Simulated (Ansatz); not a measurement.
# AsGeH2: the cost of one run

Computed with Ansatz 0.2.0, Gaussian basis. Level: cc-pVTZ, core rule «outside noble gas», up to 28 orbitals frozen.

To be run: UHF; CCSD(T) on ROHF; CCSD(T) on UHF; BCCD(T) on ROHF; CCSDT(Q) on ROHF; CCSDT(Q) on UHF; CASSCF and MRCISD+Q, 11 electrons in 10 orbitals; CASSCF and NEVPT2, 11 electrons in 10 orbitals.

5 further runs of the same task are left out: 5 set aside as unsound or not needed.

**1. The geometry**

The geometry is a PBE0/def2-TZVP stationary point (not a proven minimum) of the parent state, kept for this charge and spin. No spin-orbit coupling is included. The filled d shell of Ge, As may be among the frozen orbitals whatever the setting's name suggests; the logs give the count.

4 atoms, charge 0, spin multiplicity 4.

Atoms are counted from 1 here; the program's logs count them from 0.

Bond lengths: Ge1–As2 2.290 Å, As2–H3 1.504 Å, As2–H4 1.504 Å. Angles: Ge1–As2–H3 128.7°, Ge1–As2–H4 128.7°, H3–As2–H4 102.6°.

**2. UHF**

Contents of in.yaml:

```yaml
crystal:
  periodic: [false, false, false]
  atoms:
    - {symbol: Ge, position_ang: [0.000000, 0.000000, 1.190725]}
    - {symbol: As, position_ang: [0.000000, 0.000000, -1.099578]}
    - {symbol: H, position_ang: [0.000000, 1.174203, -2.039879]}
    - {symbol: H, position_ang: [0.000000, -1.174203, -2.039879]}
basis:
  gaussian: {orbitals: cc-pVTZ}
magnetization: {spin_polarized: true, initial_magnetization: 3}
hamiltonian: {xc: hf}
output: {orbitals: {seedname: orbitals}}
```

Started as:

```sh
$ ansatz run in.yaml --threads 1 --pin off --events-out ev --progress --plain --max-ram 4096MiB --backend cpu
```

Q: Estimate wall time and peak memory on 1 thread of AMD EPYC 7R13, shared host.

About 7.5 s, with a peak of 0.28 GiB.
